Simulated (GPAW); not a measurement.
The system is GaGe3.

```
Ge Ga
1.0
     5.98504    0.00000    0.00000
    -2.99252    5.18319    0.00000
     0.00000    0.00000    5.03495
Ge Ga
6 2
Direct
  0.16356 0.32712 0.25000
  0.16356 0.83644 0.25000
  0.67288 0.83644 0.25000
  0.83644 0.67288 0.75000
  0.83644 0.16356 0.75000
  0.32712 0.16356 0.75000
  0.33333 0.66667 0.75000
  0.66667 0.33333 0.25000
```

The cell comes from a database or a generator and needn't be the stable form of this composition.

| Property | Result |
| --- | --- |
| Program | GPAW 26.7.0 |
| Task | relaxation of cell and atoms |
| Functional | PBEsol |
| Dispersion | D3 |
| Potentials or basis | PAW data sets generated in the run's folder for this functional |
| Cutoff | 600 eV |
| Basis | pw |
| k mesh | 4 × 4 × 4 |
| Occupations | fermi-dirac, width 0.05 eV |
| Spin | no spin polarisation |

At the start: pressure -5.7 GPa; volume 19.52 Å³/atom.

Where does the relaxation end?

Over 9 steps the energy falls by 38.7 meV/atom and the volume is 17.67 Å³/atom (-9.5 %); space group P6_3/mmc (No. 194, to 0.05 Å).

Step by step:
| step | energy change (eV) | largest force (eV/Å) | pressure (GPa) | volume (Å³) |
| --- | --- | --- | --- | --- |
| 1 | 0.0000 | 0.1171 | -5.72 | 156.19 |
| 2 | -0.0218 | 0.1153 | -5.55 | 155.61 |
| 3 | -0.2889 | 0.0155 | -1.79 | 144.94 |
| 4 | -0.3068 | 0.0677 | 0.34 | 140.72 |
| 5 | -0.3088 | 0.0424 | -0.13 | 141.57 |
| 6 | -0.3090 | 0.0375 | -0.12 | 141.56 |
| 7 | -0.3096 | 0.0062 | 0.03 | 141.27 |
| 8 | -0.3096 | 0.0056 | 0.03 | 141.28 |
| 9 | -0.3096 | 0.0034 | 0.00 | 141.33 |

Final structure:
```yaml
crystal:
  lattice:
    - [5.77074, 0.00000, 0.00000]
    - [-2.88537, 4.99760, 0.00000]
    - [0.00000, 0.00000, 4.90034]
  atoms:
    - { symbol: Ge, position: [0.16737, 0.33474, 0.25000] }
    - { symbol: Ge, position: [0.16737, 0.83263, 0.25000] }
    - { symbol: Ge, position: [0.66526, 0.83263, 0.25000] }
    - { symbol: Ge, position: [0.83263, 0.66526, 0.75000] }
    - { symbol: Ge, position: [0.83263, 0.16737, 0.75000] }
    - { symbol: Ge, position: [0.33474, 0.16737, 0.75000] }
    - { symbol: Ga, position: [0.33333, 0.66667, 0.75000] }
    - { symbol: Ga, position: [0.66667, 0.33333, 0.25000] }
```

Caveat: later steps reuse the first step's grids; pairwise dispersion overbinds metals, which lowers pressure and volume.
